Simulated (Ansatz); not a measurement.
# CH4ClIOSi: small, medium and large basis sets

One table from this session's results is given with a row withheld; the runs are named, their logs left out.

The runs use Ansatz 0.2.0, Gaussian basis; one geometry, several basis sets.

Plan: PBE0-D4/def2-SVP; ωB97M-V/def2-SVP; PBE0-D4/def2-QZVPP; ωB97M-V/def2-QZVPP; the functionals' def2-TZVPP values are taken from earlier runs.

### The relaxed structure

An earlier PBE0-D4 in a triple-zeta def2 set relaxation fixed the geometry. I takes the def2 core potential; no spin-orbit term is included.

SMILES `CO[SiH](Cl)I`, 9 atoms, charge 0, spin multiplicity 1.

Atoms are counted from 1 here; the program's logs count them from 0.

Bond lengths: C1–O2 1.416 Å, C1–H6 1.093 Å, C1–H7 1.095 Å, C1–H8 1.090 Å, O2–Si3 1.620 Å, Si3–Cl4 2.048 Å, Si3–I5 2.414 Å, Si3–H9 1.477 Å. Angles: O2–C1–H6 110.9°, O2–C1–H7 111.3°, O2–C1–H8 107.6°, H6–C1–H7 109.1°, H6–C1–H8 109.1°, H7–C1–H8 108.8°, C1–O2–Si3 124.7°, O2–Si3–Cl4 110.4°, O2–Si3–I5 106.9°, O2–Si3–H9 112.4°, Cl4–Si3–I5 110.6°, Cl4–Si3–H9 106.7°, I5–Si3–H9 109.9°.

As a file:

```mol
CH4ClIOSi
  3D, bonds by distance, orders not assigned

  9  8  0  0  0  0  0  0  0  0999 V2000
   -0.5711    0.1306    1.3213 C   0  0
   -0.3109    0.6707    0.0381 O   0  0
    0.5857   -0.0509   -1.1020 Si  0  0
   -0.1494   -1.9186   -1.5113 Cl  0  0
    0.4841    1.3504   -3.0653 I   0  0
   -1.1338   -0.8038    1.2445 H   0  0
    0.3579   -0.0554    1.8695 H   0  0
   -1.1649    0.8598    1.8721 H   0  0
    1.9910   -0.2290   -0.6840 H   0  0
  1  2  8  0
  2  3  8  0
  3  4  8  0
  3  5  8  0
  1  6  8  0
  1  7  8  0
  1  8  8  0
  3  9  8  0
M  END
```

The first run:

Contents of in.yaml:

```yaml
crystal:
  periodic: [false, false, false]
  atoms:
    - {symbol: C, position_ang: [-0.571142, 0.130571, 1.321283]}
    - {symbol: O, position_ang: [-0.310852, 0.670698, 0.038097]}
    - {symbol: Si, position_ang: [0.585749, -0.050863, -1.102005]}
    - {symbol: Cl, position_ang: [-0.149372, -1.918561, -1.511301]}
    - {symbol: I, position_ang: [0.484073, 1.350354, -3.065263]}
    - {symbol: H, position_ang: [-1.133844, -0.803780, 1.244522]}
    - {symbol: H, position_ang: [0.357932, -0.055437, 1.869503]}
    - {symbol: H, position_ang: [-1.164902, 0.859769, 1.872105]}
    - {symbol: H, position_ang: [1.990959, -0.228952, -0.684039]}
basis:
  gaussian: {orbitals: def2-SVP}
hamiltonian: {xc: pbe0, dispersion: d4}
output: {orbitals: {seedname: orbitals}}
```

Among the steps run: PBE0-D4 in def2-SVP; ωB97M-V in def2-SVP; PBE0-D4 in def2-QZVPP; ωB97M-V in def2-QZVPP.

One of the session's tables, all rows but one given; the rest of the session is left out.

It belongs to the step «Density functionals: the series». 

```
functional       basis  HOMO (eV)
   PBE0-D4    def2-SVP      -7.80
   PBE0-D4  def2-TZVPP      -7.88
   PBE0-D4  def2-QZVPP      -7.90
   ωB97M-V    def2-SVP          ?
   ωB97M-V  def2-TZVPP     -10.01
   ωB97M-V  def2-QZVPP     -10.03
```

Estimate the missing values for ωB97M-V, def2-SVP.

The run gave: HOMO (eV): -9.90. In the column «HOMO (eV)» it lies between ωB97M-V, def2-TZVPP (-10.01) and PBE0-D4, def2-QZVPP (-7.90).
